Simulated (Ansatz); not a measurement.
# FHOZn + H₂S: a complex and its separated parts

The complex below is one end of an elementary step. How strongly is it bound against its free parts?

The runs use Ansatz 0.2.0, Gaussian basis; PBE0-D4/def2-TZVP structures, single points in def2-TZVPP, no counterpoise correction.

Levels: SPW92, PBE-D4, BLYP-D4, r2SCAN-D4, B97M-V, PBE0-D4, B3LYP-D4, r2SCAN0-D4, BHLYP-D4, CAM-B3LYP-D4, wB97X-V, wB97M-V, B2PLYP, PBE-QIDH, RPA on PBE, Hartree-Fock, MP2, CCSD, CCSD(T).

Cores are frozen in the correlated methods. The 3s and 3p shells of Cu and Zn are frozen; filled d shells are correlated. B3LYP uses VWN-RPA correlation. B2PLYP carries no dispersion term here.

95 further runs of the same task are left out: 1 that didn't finish, 94 set aside as unsound or not needed.

## 1. The starting structure

The complex: 7 atoms, charge 0, spin multiplicity 1.

Atoms are counted from 1 here; the program's logs count them from 0.

Bond lengths: Zn1–F2 1.769 Å, Zn1–O3 1.797 Å, Zn1–S5 2.599 Å, O3–H6 0.958 Å, H4–S5 1.343 Å, S5–H7 1.345 Å. Angles: F2–Zn1–O3 164.7°, F2–Zn1–S5 104.7°, O3–Zn1–S5 90.5°, Zn1–O3–H6 115.8°, Zn1–S5–H4 96.1°, Zn1–S5–H7 85.7°, H4–S5–H7 93.6°.

Coordinates:

```
Zn    0.0993   -0.7709    0.7095
F     0.3154   -0.6097    2.4578
O     0.1043   -1.3493   -0.9916
H     0.2698    2.2427    0.2731
S    -0.8239    1.5350   -0.0543
H     0.3876   -2.2553   -1.1237
H    -0.3523    1.2076   -1.2709
```

Its parts: FHOZn holds atoms 1, 2, 3, 6; H₂S holds atoms 4, 5, 7. Each part counts its atoms afresh in its own runs.

## 2. Relaxing FHOZn alone

relax-a/in.yaml reads:

```yaml
crystal:
  periodic: [false, false, false]
  atoms:
    - {symbol: Zn, position_ang: [0.099290, -0.770930, 0.709531]}
    - {symbol: F, position_ang: [0.315397, -0.609708, 2.457849]}
    - {symbol: O, position_ang: [0.104335, -1.349321, -0.991619]}
    - {symbol: H, position_ang: [0.387634, -2.255313, -1.123730]}
basis:
  gaussian: {orbitals: def2-TZVP}
hamiltonian: {xc: pbe0, dispersion: d4}
relax: {f_tol: 0.005, max_steps: 200}
```

Run with:

```bash
> ansatz run in.yaml --threads 4 --pin off --events-out ev --progress --plain --max-ram 9574MiB
```

After this run come: Relaxing H₂S alone; SPW92/def2-TZVPP; PBE-D4/def2-TZVPP; BLYP-D4/def2-TZVPP; r2SCAN-D4/def2-TZVPP; B97M-V/def2-TZVPP; PBE0-D4/def2-TZVPP; B3LYP-D4/def2-TZVPP; r2SCAN0-D4/def2-TZVPP; BHLYP-D4/def2-TZVPP; CAM-B3LYP-D4/def2-TZVPP; wB97X-V/def2-TZVPP; wB97M-V/def2-TZVPP; B2PLYP/def2-TZVPP; PBE-QIDH/def2-TZVPP; RPA on PBE/def2-TZVPP; CCSD(T)/def2-TZVPP; Vibrations of FHOZn; Vibrations of H₂S.

Before running it: what results should come out? Wanted: complex less parts, CCSD(T)/def2-TZVPP; with zero-point energy; largest T1 diagnostic.

As calculated:

| quantity | value |
| --- | --- |
| complex less parts, CCSD(T)/def2-TZVPP | -0.414 eV |
| with zero-point energy | -0.338 eV |
| largest T1 diagnostic | 0.018 |

At CCSD(T) the complex lies 0.414 eV below its parts. Among the functionals BLYP-D4 lands nearest to CCSD(T) (-0.012 eV) and SPW92 farthest (-0.259 eV). By rung, the mean size of the error is: LDA 0.259, GGA 0.042, meta-GGA 0.068, hybrid 0.081, range-separated hybrid 0.056, double hybrid 0.038 eV. PBE-D4 gives a relative energy 0.071 eV too low, outside chemical accuracy (1 kcal/mol, 0.043 eV). No counterpoise was applied, and triple zeta lacks some correlation, so the CCSD(T) reference has a basis error of its own, and close matches with it are partly luck.
